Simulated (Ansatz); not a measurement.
# FeHN: the cost of one run

The runs use Ansatz 0.2.0, Gaussian basis; def2-SVP, all electrons in the functionals, frozen cores in the correlation of double hybrids and RPA.

To be run: wB97M-V, B2PLYP, RKS PBE0, RPA-PBE, at charge 0, singlet; charge 0, triplet; charge 1, doublet; displaced geometry v1; displaced geometry v2 (not every functional at every point).

20 further runs of the same task are left out: 1 for a known fault of the program, 9 that didn't finish, 10 set aside as unsound or not needed. Runs told in other sessions of the task aren't counted.

**1. What is computed**

The geometry is a PBE0/def2-TZVP stationary point (not a proven minimum).

3 atoms, charge 0, spin multiplicity 1.

Atoms are counted from 1 here; the program's logs count them from 0.

Bond lengths: Fe1–N2 1.554 Å, N2–H3 1.019 Å. Angles: Fe1–N2–H3 180.0°.

As a file:

```
Fe    0.0000    0.0000    1.3756
N     0.0000    0.0000   -0.1782
H     0.0000    0.0000   -1.1974
```

No dispersion term is added; wB97M-V holds VV10 nonlocal correlation.

The geometry shown and the zero of energy belong to the point charge 0, singlet. The yardstick, UCCSD(T), and other wave-function levels (R restricted, U unrestricted, valence and pair active spaces) come from earlier runs.

**2. wB97M-V, charge 0, singlet**

Contents of in.yaml:

```yaml
crystal:
  periodic: [false, false, false]
  atoms:
    - {symbol: Fe, position_ang: [0.000000, 0.000000, 1.375554]}
    - {symbol: N, position_ang: [0.000000, 0.000000, -0.178178]}
    - {symbol: H, position_ang: [0.000000, 0.000000, -1.197376]}
basis:
  gaussian: {orbitals: def2-SVP}
magnetization: {spin_polarized: true, initial_magnetization: 0}
hamiltonian: {xc: {name: wB97M-V}}
output: {forces: true, orbitals: {seedname: orbitals}}
```

Command:

```sh
$ ansatz run in.yaml --threads 1 --pin off --events-out ev --progress --plain --max-ram 2393MiB
```

**Question.** How long does this run take on 1 thread of Arm Neoverse V2, shared host?

About 99 s.
